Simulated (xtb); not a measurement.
**GFN1-xTB run of C4H13BSi (SMILES CCBCC[SiH3])**

Aim: an optimisation with harmonic vibrations of C4H13BSi. 

The results are computed with xtb 6.7.1.

14 further runs of the same task are left out: 14 set aside as unsound or not needed.

**1. The system as given**

C4H13BSi has 19 atoms, charge 0, and is taken as a singlet. As SMILES, `CCBCC[SiH3]`. Geometry: relaxed at GFN2-xTB. This is one conformer, not always the lowest. The run starts from this shape.

Some bond lengths: C1–C2 1.529 Å, C2–B3 1.577 Å, B3–C4 1.575 Å, C4–C5 1.545 Å, C5–Si6 1.901 Å, C1–H7 1.089 Å, C1–H8 1.088 Å, C1–H9 1.088 Å, C2–H10 1.096 Å, C2–H11 1.096 Å, B3–H12 1.175 Å, C4–H13 1.090 Å, C4–H14 1.092 Å, C5–H15 1.092 Å, C5–H16 1.092 Å, Si6–H17 1.465 Å. Some angles: C1–C2–B3 117.9°, C2–B3–C4 123.3°, B3–C4–C5 105.9°, C4–C5–Si6 112.4°, C1–C2–H10 108.6°, C1–C2–H11 108.6°, B3–C2–H10 108.5°, B3–C2–H11 108.0°, C2–C1–H7 110.9°, C2–C1–H8 110.8°.

**2. An optimisation with harmonic vibrations at GFN1-xTB**

The input, input.xyz:

```xyz
19

C      1.810760    -1.684660    -0.074120
C      2.164670    -0.271250    -0.537910
B      0.983390     0.688840    -0.949070
C     -0.536160     0.318770    -0.762670
C     -0.954710     0.918000     0.599050
Si    -2.777450     0.570420     1.013450
H      2.707620    -2.244480     0.187830
H      1.164640    -1.653540     0.800280
H      1.292760    -2.226880    -0.862160
H      2.862960    -0.343350    -1.379060
H      2.742920     0.221460     0.252440
H      1.263240     1.762410    -1.336230
H     -0.737890    -0.752640    -0.743890
H     -1.176410     0.752540    -1.533440
H     -0.311800     0.510320     1.381780
H     -0.772140     1.994360     0.586190
H     -2.984240    -0.876590     1.115000
H     -3.629780     1.110760    -0.048050
H     -3.112390     1.205520     2.290580
```

Launch:

```
xtb input.xyz --ohess vtight --gfn1 -c 0 -P 1 | tee xtb.out
```

**Question.** What will come out? Wanted: total energy at the end; dipole moment; HOMO energy; LUMO energy; HOMO–LUMO gap; dispersion energy; lowest harmonic wavenumber; highest harmonic wavenumber; zero-point energy.

Answer, from the run:

At GFN1-xTB:

```
                   quantity          value
    total energy at the end   -18.72510 Eh
              dipole moment         0.88 D
                HOMO energy      -11.62 eV
                LUMO energy       -7.23 eV
              HOMO–LUMO gap        4.39 eV
          dispersion energy  -19.24 kJ/mol
 lowest harmonic wavenumber        31 cm⁻¹
highest harmonic wavenumber      3073 cm⁻¹
          zero-point energy   405.2 kJ/mol
```

What this shows: At the final geometry: Some bond lengths: C1–C2 1.533 Å, C2–B3 1.572 Å, B3–C4 1.564 Å, C4–C5 1.573 Å, C5–Si6 1.898 Å, C1–H7 1.091 Å, C1–H8 1.091 Å, C1–H9 1.091 Å, C2–H10 1.097 Å, C2–H11 1.097 Å, B3–H12 1.194 Å, C4–H13 1.094 Å, C4–H14 1.094 Å, C5–H15 1.101 Å, C5–H16 1.101 Å, Si6–H17 1.453 Å. Some angles: C1–C2–B3 117.2°, C2–B3–C4 124.1°, B3–C4–C5 103.8°, C4–C5–Si6 110.2°, C1–C2–H10 108.9°, C1–C2–H11 109.1°, B3–C2–H10 107.6°, B3–C2–H11 108.5°, C2–C1–H7 110.4°, C2–C1–H8 110.6°. All 51 modes are real, so the shape is a minimum at this level.
